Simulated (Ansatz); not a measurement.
Crystal: YbN.

```
Yb N
1.0
     2.90967    0.00000    0.00000
     0.00000    2.90967    0.00000
     0.00000    0.00000    2.90967
Yb N
1 1
Cartesian
  0.0000 0.0000 0.0000
  1.4548 1.4548 1.4548
```

The cell comes from a database or a generator and needn't be the stable form of this composition.

Base run:

```yaml
Program: Ansatz 0.2.0
Functional: LDA
Potentials_or_basis: Ansatz PAW
Cutoff: 420 eV
Density_cutoff: 1680 eV
k_mesh: 6 × 6 × 6
Occupations: gaussian, width 0.05 eV
Spin: non-collinear spin, random start
Starting_moments: "[[1.024, 0.017, 0.273], [0.0, 0.0, -0.0]] μB"
Hubbard_terms: Yb f U = 2 eV
```

Its results: band gap on the k mesh none (metal or under the smearing width); pressure -2.9 GPa; net moment 0.53 μB per cell.

Problem. The run is repeated on the same cell with these changes: hubbard terms from Yb f U = 2 eV to Yb f U = 5 eV; moments at the start from [1.02, 0.02, 0.27, 0.0, 0.0, -0.0] to [0.43, -0.39, 0.16, -0.0, 0.0, 0.0]. What comes out?

Solution. Band gap on the k mesh none (metal or under the smearing width); pressure -1.3 GPa; net moment 0.77 μB per cell.

Caveats: the magnetic or orbital state may not be the lowest; spin-orbit coupling is left out, which moves the levels of the heavy elements; the PAW data sets come from PBE, with cores solved anew for the run's functional, which leaves a small shift of forces and pressure.

Not every run made on this cell is shown here.
